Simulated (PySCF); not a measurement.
# C4H10GeO2 (GeHMe2(OAc)): the cost of one run

Computed with PySCF 2.14.0, with density-fitted response routines of our own, on a single molecule in the gas phase. Atoms count from 0, in the outputs and in this text.

## 1. The starting structure

17 atoms, charge 0, multiplicity 1; geometry from: GFN2-xTB. The atoms were then displaced at random by about 0.03 Å, so the start is not that level's minimum.

Bonds of the start (Å): Ge0–H1 1.49, Ge0–C2 1.88, Ge0–C6 2.05, Ge0–O10 1.84, C2–H3 1.07, C2–H4 1.12, C2–H5 1.14, C6–H7 1.11, C6–H8 1.14, C6–H9 1.07, O10–C11 1.26, C11–C12 1.55, C11–O13 1.24, C12–H14 1.05, C12–H15 1.14, C12–H16 1.05.

## 2. Relaxing the molecule at PBE0-D3(BJ)/def2-SVP

The job: settings as JSON, then the geometry in Å.

```
{"job": {"xc": "PBE0", "basis": "def2-SVP", "d3": "d3bj", "grid": 1, "maxiter": 40, "shake": 0.03, "kind": "geom"}, "charge": 0, "multiplicity": 1}
Ge     0.817790     0.621710     0.499500
H      0.769690     0.576160     1.988290
C      2.479810     0.498000    -0.365790
H      2.549210     0.500880    -1.433360
H      3.003420    -0.442470    -0.060210
H      3.174720     1.344990    -0.066020
C     -0.302950     2.170760    -0.248420
H      0.220860     3.142790    -0.122130
H     -1.306210     2.232650     0.295610
H     -0.487390     2.011020    -1.285230
O     -0.026800    -0.914950    -0.060970
C     -1.183190    -1.098660     0.416020
C     -1.938330    -2.345220    -0.098630
O     -1.774340    -0.300150     1.166180
H     -2.781550    -2.581260     0.489410
H     -1.165930    -3.163900     0.081940
H     -2.077360    -2.252930    -1.135930
```

On the command line:

```console
$ OMP_NUM_THREADS=1 python probes_run.py task.json out
```

The driver reads the jobs from task.json and runs them one after another.

Q: Estimate the wall time and peak memory of this first job on 1 thread of Arm Neoverse V1, shared host.

About 3.5 min, with a peak of 0.64 GiB.
